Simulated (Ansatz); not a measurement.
**Be4S: from a guess to a relaxed structure**

Where does this trial cell of Be4S go when cell and atoms are let free?

Computed with Ansatz 0.2.0 (DFT PBE, scalar-relativistic, plane waves, PAW, unless a step's input says otherwise).

2 further runs of the same task are left out: 1 that didn't finish, 1 set aside as unsound or not needed.

### Step 1. The structure to begin with

Symmetry: Pm-3m, No. 221, cubic system. The conventional cell has a = 4.009 Å, b = 4.009 Å, c = 4.009 Å, α = 90.00°, β = 90.00°, γ = 90.00°. Around Be (site symmetry 4/mmm) lie 2 S at 2.00 Å. Around Be (site symmetry m-3m) lie 12 Be at 2.84 Å. Around S (site symmetry m-3m) lie 6 Be at 2.00 Å.

As a file:

```xyz
5
Lattice="4.0094 0.0000 0.0000 0.0000 4.0094 0.0000 0.0000 0.0000 4.0094" Properties=species:S:1:pos:R:3 pbc="T T T"
Be    0.0000    2.0047    2.0047
Be    2.0047    0.0000    2.0047
Be    2.0047    2.0047    0.0000
Be    0.0000    0.0000    0.0000
S     2.0047    2.0047    2.0047
```

Recipe of the guess: random cell by space group and Wyckoff sites (Pm-3m, No. 221). The dimensions are guesses.

### Step 2. The guess as it stands, on a coarse mesh

input.yaml reads:

```yaml
crystal:
  lattice:
    - [4.00942332, 0.0, 0.0]
    - [0.0, 4.00942332, 0.0]
    - [0.0, 0.0, 4.00942332]
  atoms:
    - { symbol: Be, position: [0.0, 0.5, 0.5] }
    - { symbol: Be, position: [0.5, 0.0, 0.5] }
    - { symbol: Be, position: [0.5, 0.5, 0.0] }
    - { symbol: Be, position: [0.0, 0.0, 0.0] }
    - { symbol: S, position: [0.5, 0.5, 0.5] }
basis:
  ecutwfc: 420
kpoints:
  mp_grid: { grid: [4, 4, 4] }
hamiltonian:
  xc: pbe
scf:
  occupations: { method: gaussian, width: 0.1 }
  lower_state_search: "off"
output:
  forces: true
  stress: true
  eigenvalues: true
```

On the command line:

```console
ansatz run input.yaml --threads 1 --pin off --max-ram 2048MiB --backend cpu --events-out ev --progress --plain --runs-dir out
```

Further runs follow: coarse relaxation; full relaxation; the kicked end on a coarse mesh; rough relaxation on the coarse mesh (after the kick); another rough relaxation (after the kick); relaxation on the finer mesh (after the kick).

Before running it: what results should come out? Wanted: conventional cell; volume; energy over the elements; gap on the mesh.

As calculated:

```
                                    quantity                                                                      value
symmetry at the first end (tolerance 0.05 Å)                                                space group Pm-3m (No. 221)
                           conventional cell  a = 4.007 Å, b = 4.007 Å, c = 4.007 Å, α = 90.00°, β = 90.00°, γ = 90.00°
                                      volume                                                              12.87 Å³/atom
                    energy over the elements                                                              +0.93 eV/atom
                             gap on the mesh                                                               none (metal)
```

What this shows: The space group Pm-3m (No. 221) is kept, at nearly the size of the first guess. The formation energy is positive, so the separate elements lie lower. No finished test with a distortion of lower symmetry is shown, so the end may be a saddle point. Spin polarisation is off in the runs that give these values; a magnetic solution could lie lower.
